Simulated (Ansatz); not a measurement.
# CH4Cl2Si: short molecular-dynamics run in Python

How does CH4Cl2Si move over a short run? Aim: a short molecular-dynamics run, for CH4Cl2Si, run from a script.

All numbers are computed with the Python package of Ansatz 0.2.0. Level of theory: PBE0/6-31G*.

**1. Starting point**

Bond lengths: Si1–C2 1.790 Å, C2–Cl3 1.754 Å, C2–Cl4 1.817 Å, Si1–H5 1.543 Å, Si1–H6 1.536 Å, Si1–H7 1.495 Å, C2–H8 1.046 Å. Angles: Si1–C2–Cl3 109.1°, Si1–C2–Cl4 108.6°, Si1–C2–H8 113.7°, Cl3–C2–Cl4 108.8°, Cl3–C2–H8 107.1°, Cl4–C2–H8 109.4°, C2–Si1–H5 111.6°, C2–Si1–H6 112.6°, C2–Si1–H7 116.5°, H5–Si1–H6 102.3°, H5–Si1–H7 106.5°, H6–Si1–H7 106.1°.

No structure file is read: the coordinates are typed or built in the script.

**2. The script**

md_ch4cl2si.py reads:

```python
'''Molecular dynamics of one CH4Cl2Si molecule.'''

import ansatz as az
import numpy as np

BASIS = '6-31G*'
FUNCTIONAL = 'pbe0'
N_STEPS = 40
TEMPERATURE_K = 200

GEOMETRY = '''
Si   -0.12770    0.83170   -0.17490
C     0.01560   -0.91700    0.17950
Cl    0.82360   -1.12670    1.72170
Cl    1.02210   -1.69210   -1.11970
H    -0.90510    1.08310   -1.48430
H    -0.98210    1.57550    0.86180
H     1.15120    1.59710   -0.28570
H    -0.90540   -1.40860    0.24580
'''

geometry = az.Crystal.molecule()
for line in GEOMETRY.strip().splitlines():
    symbol, *xyz = line.split()
    geometry = geometry.atom(symbol, [float(v) for v in xyz])

job = geometry.calculation().basis(gaussian=BASIS).functional(FUNCTIONAL)
symbols = [site.symbol for site in geometry.cartesian_sites]
start = np.array([site.position_ang for site in geometry.cartesian_sites], dtype=float)
report = job.relax(force_tolerance=0.02, max_steps=100).run(threads=1, backend='cpu').report
end = np.array(report['positions_ang'])
minimum = az.Crystal.molecule()
for symbol, place in zip(symbols, end):
    minimum = minimum.atom(symbol, place.tolist())

# dynamics from the relaxed geometry
job = (
    minimum.calculation()
    .basis(gaussian=BASIS)
    .functional(FUNCTIONAL)
    .md('nvt_langevin', timestep=0.25, steps=N_STEPS, temperature=TEMPERATURE_K, initial_velocities='maxwell_boltzmann', seed=90, friction=0.05)
)
frames = []
out = job.session().plan().execute(on_event=lambda e: frames.append(e['data']) if e['event'] == 'md_step' else None)
print('t (fs)   E_pot (eV)      E_kin (eV)   T (K)   d(0-1) (A)')
for f in frames[::2]:
    xyz = np.array(f['positions_ang'])
    print(f'{f["time_fs"]:6.2f} {f["lagrangian_ev"]:14.5f} {f["e_kin_ev"]:10.5f} {f["temperature_k"]:8.1f} {np.linalg.norm(xyz[0] - xyz[1]):9.4f}')
print('mean temperature', round(float(np.mean([f['temperature_k'] for f in frames])), 1), 'K')
symbols = [site.symbol for site in geometry.cartesian_sites]
with open('last_frame.xyz', 'w') as handle:
    handle.write(f'{len(symbols)}\nt = {frames[-1]["time_fs"]} fs\n')
    handle.writelines('{:2s} {:10.5f} {:10.5f} {:10.5f}\n'.format(s, *xyz) for s, xyz in zip(symbols, frames[-1]['positions_ang']))
```

**3. What the engine is handed**

The engine receives this input (first run):

```yaml
crystal:
  periodic: [false, false, false]
  atoms:
    - { symbol: Si, position_ang: [-0.1277, 0.8317, -0.1749] }
    - { symbol: C, position_ang: [0.0156, -0.917, 0.1795] }
    - { symbol: Cl, position_ang: [0.8236, -1.1267, 1.7217] }
    - { symbol: Cl, position_ang: [1.0221, -1.6921, -1.1197] }
    - { symbol: H, position_ang: [-0.9051, 1.0831, -1.4843] }
    - { symbol: H, position_ang: [-0.9821, 1.5755, 0.8618] }
    - { symbol: H, position_ang: [1.1512, 1.5971, -0.2857] }
    - { symbol: H, position_ang: [-0.9054, -1.4086, 0.2458] }
basis:
  gaussian:
    orbitals: "6-31G*"
hamiltonian:
  xc: pbe0
relax:
  f_tol: 0.02
  max_steps: 100
```

**4. Running it**

Started as:

```console
> python md_ch4cl2si.py
```

Q: Predict the main results. Wanted: moves of the relaxation of run 1; energy gained in run 1; last largest force component of run 1; mean temperature, second half; farthest move.

The runs gave:

| quantity | value |
| --- | --- |
| runs compared | 2 |
| moves of the relaxation of run 1 | 4 |
| energy gained in run 1 | 0.353 eV |
| last largest force component of run 1 | 0.0047 eV/Å |
| length of the run | 40 steps, 10 fs |
| mean temperature, second half | 109 K |
| farthest move | 0.13 Å |

What this shows: The dearest, run 2 (dynamics), took some 6.5 times as long as run 1 (relaxation). Run 1: After 4 moves the largest shift is 0.125 Å, of atom 1 (Si). The temperature swings between 74 and 187 K, with a mean of 109 K in the second half; from a start near a minimum about half of the kinetic energy passes into potential energy. 10 fs show the first vibrations only, not equilibrium. The trajectory is only some femtoseconds long, and gives no averages; where the script doesn't relax first, it starts from a rough generated geometry. The printed temperature counts all 3N degrees of freedom under Langevin dynamics, so the first row lies under the target.
